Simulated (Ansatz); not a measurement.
# Al7P7 zinc blende off sphere (Al7P7H20): the relaxed shape and its frontier levels

Aim: characterise Al7P7 zinc blende off sphere (Al7P7H20) as a singlet: its structure, frontier levels and distribution of charge.

The runs use Ansatz 0.2.0, Gaussian basis; RKS PBE0-D4/def2-TZVP.

The runs, in order: relaxation at PBE-D4/def2-SVP; a single point at PBE0-D4/def2-TZVP.

1 further run of the same task is left out (set aside as unsound or not needed).

## Step 1: Where the work starts

34 atoms, charge 0, spin multiplicity 1.

Atoms are counted from 1 here; the program's logs count them from 0.

Bond lengths: Al1–P9 2.462 Å, Al1–P10 2.408 Å, Al1–H15 1.555 Å, Al1–H16 1.555 Å, Al2–P8 2.398 Å, Al2–P11 2.401 Å, Al2–P12 2.400 Å, Al2–H17 1.529 Å, Al3–P9 2.377 Å, Al3–P11 2.487 Å, Al3–P13 2.374 Å, Al3–H18 1.537 Å, Al4–P8 2.488 Å, Al4–P9 2.375 Å, Al4–P14 2.375 Å, Al4–H19 1.537 Å, Al5–P10 2.408 Å, Al5–P14 2.460 Å and more. Angles: P9–Al1–P10 95.4°, P9–Al1–H15 105.2°, P9–Al1–H16 105.3°, P10–Al1–H15 113.0°, P10–Al1–H16 113.0°, H15–Al1–H16 120.8°, P8–Al2–P11 95.8°, P8–Al2–P12 95.9°, P8–Al2–H17 121.0°, P11–Al2–P12 95.8°, P11–Al2–H17 121.0°, P12–Al2–H17 121.1°, P9–Al3–P11 104.4°, P9–Al3–P13 104.6°, P9–Al3–H18 119.9°, P11–Al3–P13 104.2°, P11–Al3–H18 101.4°, P13–Al3–H18 120.0° and more.

Coordinates:

```csv
atom,x (Å),y (Å),z (Å)
Al1,0.7271,-3.6366,0.7284
Al2,-2.2851,2.2886,-2.2824
Al3,0.8062,-0.8123,-2.0518
Al4,-2.0556,-0.8095,0.8110
Al5,0.7317,-0.7350,3.6275
Al6,0.8101,2.0502,0.8132
Al7,3.6310,-0.7262,0.7246
P8,-3.2500,0.7358,-0.7306
P9,-0.6096,-2.0545,-0.6026
P10,1.9444,-1.9455,1.9358
P11,-0.7327,0.7327,-3.2481
P12,-0.7285,3.2513,-0.7302
P13,2.0483,0.6046,-0.6080
P14,-0.6060,0.6023,2.0541
H15,1.6054,-4.3983,-0.3040
H16,-0.2989,-4.3959,1.6161
H17,-3.1676,3.1704,-3.1660
H18,1.5050,-1.5132,-3.2272
H19,-3.2357,-1.5040,1.5089
H20,-0.2965,-1.6184,4.3890
H21,1.6169,0.2907,4.3900
H22,1.5130,3.2243,1.5117
H23,4.3956,-1.6074,-0.3034
H24,4.3877,0.3028,1.6112
H25,-4.1949,-0.0395,-1.3843
H26,-4.1840,1.3947,0.0541
H27,-1.4626,-2.7576,-1.4549
H28,2.7524,-2.7474,2.7437
H29,-1.3904,-0.0354,-4.1968
H30,0.0534,1.3944,-4.1793
H31,0.0559,4.1820,-1.3946
H32,-1.3792,4.1994,0.0444
H33,2.7506,1.4585,-1.4605
H34,-1.4573,1.4538,2.7609
```

The start is a GFN2-xTB geometry.

## Step 2: Relaxation at PBE-D4/def2-SVP

in.yaml

```yaml
crystal:
  periodic: [false, false, false]
  atoms:
    - {symbol: Al, position_ang: [0.727120, -3.636640, 0.728410]}
    - {symbol: Al, position_ang: [-2.285130, 2.288630, -2.282450]}
    - {symbol: Al, position_ang: [0.806220, -0.812260, -2.051820]}
    - {symbol: Al, position_ang: [-2.055570, -0.809520, 0.810970]}
    - {symbol: Al, position_ang: [0.731670, -0.735010, 3.627470]}
    - {symbol: Al, position_ang: [0.810080, 2.050210, 0.813200]}
    - {symbol: Al, position_ang: [3.630970, -0.726190, 0.724600]}
    - {symbol: P, position_ang: [-3.250040, 0.735800, -0.730550]}
    - {symbol: P, position_ang: [-0.609610, -2.054540, -0.602550]}
    - {symbol: P, position_ang: [1.944380, -1.945520, 1.935830]}
    - {symbol: P, position_ang: [-0.732730, 0.732650, -3.248070]}
    - {symbol: P, position_ang: [-0.728490, 3.251310, -0.730190]}
    - {symbol: P, position_ang: [2.048320, 0.604620, -0.607980]}
    - {symbol: P, position_ang: [-0.605990, 0.602320, 2.054130]}
    - {symbol: H, position_ang: [1.605430, -4.398290, -0.304020]}
    - {symbol: H, position_ang: [-0.298920, -4.395870, 1.616080]}
    - {symbol: H, position_ang: [-3.167630, 3.170360, -3.165970]}
    - {symbol: H, position_ang: [1.504960, -1.513210, -3.227160]}
    - {symbol: H, position_ang: [-3.235650, -1.503960, 1.508860]}
    - {symbol: H, position_ang: [-0.296480, -1.618390, 4.388990]}
    - {symbol: H, position_ang: [1.616880, 0.290690, 4.390020]}
    - {symbol: H, position_ang: [1.512980, 3.224260, 1.511710]}
    - {symbol: H, position_ang: [4.395560, -1.607350, -0.303360]}
    - {symbol: H, position_ang: [4.387730, 0.302830, 1.611210]}
    - {symbol: H, position_ang: [-4.194870, -0.039470, -1.384340]}
    - {symbol: H, position_ang: [-4.184010, 1.394750, 0.054140]}
    - {symbol: H, position_ang: [-1.462620, -2.757550, -1.454950]}
    - {symbol: H, position_ang: [2.752360, -2.747400, 2.743750]}
    - {symbol: H, position_ang: [-1.390430, -0.035410, -4.196810]}
    - {symbol: H, position_ang: [0.053450, 1.394360, -4.179270]}
    - {symbol: H, position_ang: [0.055930, 4.182040, -1.394580]}
    - {symbol: H, position_ang: [-1.379190, 4.199440, 0.044350]}
    - {symbol: H, position_ang: [2.750590, 1.458480, -1.460530]}
    - {symbol: H, position_ang: [-1.457280, 1.453840, 2.760890]}
basis:
  gaussian: {orbitals: def2-SVP}
hamiltonian: {xc: pbe, dispersion: d4}
scf: {lower_state_search: "off"}
output: {orbitals: {seedname: orbitals}}
relax: {f_tol: 0.03, max_steps: 70}
```

Started as:

```sh
ansatz run in.yaml --threads 2 --pin off --events-out ev --progress --plain --max-ram 32768MiB --backend cuda --devices 0, --max-vram 18GiB
```

After this run come: Single point, PBE0-D4/def2-TZVP.

**Question.** What will the summary of the whole plan be? Wanted: point group; commonest bond, hydrogen aside; HOMO, LUMO at PBE0-D4/def2-TZVP; dipole at PBE-D4/def2-SVP.

The runs gave:

| quantity | value |
| --- | --- |
| point group | C3v |
| commonest bond, hydrogen aside | Al–P, 18 of mean length 2.417 Å |
| HOMO, LUMO at PBE0-D4/def2-TZVP | -7.03, -1.79 eV |
| dipole at PBE-D4/def2-SVP | 12.86 D |

**Reading.** The molecule keeps its bonding pattern by the stored test; the atoms moved 0.08 Å (rms). No usable vibrations, so a minimum isn't proven. Whether this spin is the lowest isn't tested here.
